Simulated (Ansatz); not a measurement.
Co2PdO4, a slab with vacuum:

```
CELL_PARAMETERS angstrom
2.84500 0.00000 0.00000
-1.42250 2.46384 0.00000
0.00000 0.00000 22.90952
ATOMIC_POSITIONS crystal
O 0.00000 0.00000 0.32737
Co 0.33333 0.66667 0.36992
O 0.66667 0.33333 0.41247
Pd 0.66667 0.33333 0.50000
O 0.66667 0.33333 0.58753
Co 0.00000 0.00000 0.63008
O 0.33333 0.66667 0.67263
```

The cell isn't the ideal one: the (0 0 1) slab of CoPdO2, cut from the database cell, not relaxed.

Alike in all runs: program Ansatz 0.2.0; functional PBE; potentials or basis Ansatz PAW; cutoff 420 eV (not typed: the program's choice for these potentials); k mesh 11 × 11 × 1; occupations fermi-dirac, width 0.05 eV.

Starts and where they ended:

```tsv
start	free energy over the lowest (meV/atom)	net moment (μB)	site or absolute moments (μB)	gap
collinear spin, random start of up to 0.65 μB	0.0	0.99	O +0.06, +0.02; Co +0.36; Pd +0.01	none (metal or under the smearing width)
no spin polarisation	5.8	-	-	none (metal or under the smearing width)
collinear spin, antiferromagnetic start of up to 2 μB	0.1	0.00	O +0.06, +0.02, -0.02, -0.06; Co +0.36, -0.36; Pd -0.00	none (metal or under the smearing width)
collinear spin, ferrimagnetic start of up to 2 μB	0.1	0.00	O +0.06, +0.02, -0.02, -0.06; Co +0.36, -0.36; Pd -0.00	none (metal or under the smearing width)
collinear spin, ferromagnetic start of up to 3.5 μB	0.0	-0.99	O -0.06, -0.02; Co -0.36; Pd -0.01	none (metal or under the smearing width)
collinear spin, ferromagnetic start of up to 2 μB	0.0	-0.99	O -0.06, -0.02; Co -0.36; Pd -0.01	none (metal or under the smearing width)
```

Allowing spin polarisation gains 6 meV/atom. A still lower state may exist.

Caveats: the cell is far from rest, so the order of the states can change on relaxing; semilocal functionals often make such compounds metallic where correlation or magnetic order opens a gap, which also shifts bond lengths.
